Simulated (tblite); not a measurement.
# C7H11NOSi: the cost of one run

Computed with tblite 0.8.0 and PySCF 2.14.0, with density-fitted response routines of our own, on a single molecule in the gas phase. Atoms are numbered from 0 throughout.

## 1. The starting structure

21 atoms, charge 0, multiplicity 1; geometry from: force field or distance geometry start.

Bonds of the start (Å): C0–O1 1.39, O1–Si2 1.74, Si2–N3 1.77, N3–C4 1.42, C4–C5 1.39, C5–C6 1.39, C6–C7 1.40, C7–C8 1.39, C8–C9 1.40, C9–C4 1.38, C0–H10 1.13, C0–H11 1.10, C0–H12 1.11, Si2–H13 1.50, Si2–H14 1.47, N3–H15 1.05, C5–H16 1.08, C6–H17 1.09, C7–H18 1.09, C8–H19 1.10, C9–H20 1.09.

## 2. Relaxing the molecule with GFN2-xTB

What the job is given:

```
{"job": {"kind": "relax", "xc": "GFN2-xTB", "basis": "xTB"}, "charge": 0, "multiplicity": 1}
C     -4.019200     0.081500     0.450300
O     -2.796700     0.714900     0.641000
Si    -1.799900     0.184500    -0.676700
N     -0.485800    -0.785700    -0.001400
C      0.861400    -0.346700     0.097600
C      1.799100    -1.211400     0.647500
C      3.132100    -0.849500     0.763600
C      3.562200     0.406800     0.323500
C      2.626100     1.267400    -0.239400
C      1.277400     0.891500    -0.347300
H     -4.849000     0.810000     0.665900
H     -4.094700    -0.144800    -0.628500
H     -4.089600    -0.821700     1.088200
H     -2.629700    -0.630100    -1.618600
H     -1.309900     1.321300    -1.474700
H     -0.728200    -1.734100     0.371900
H      1.534600    -2.191600     1.017500
H      3.874300    -1.517500     1.199300
H      4.612600     0.700000     0.414500
H      2.924700     2.266400    -0.597100
H      0.589100     1.605800    -0.788300
```

Run with:

```bash
> OMP_NUM_THREADS=1 python probes_run.py task.json out
```

This one command runs all jobs of the session in turn.

**Question.** How long does this first job take on 1 thread of Arm Neoverse N1, shared host?

About 2.5 s.
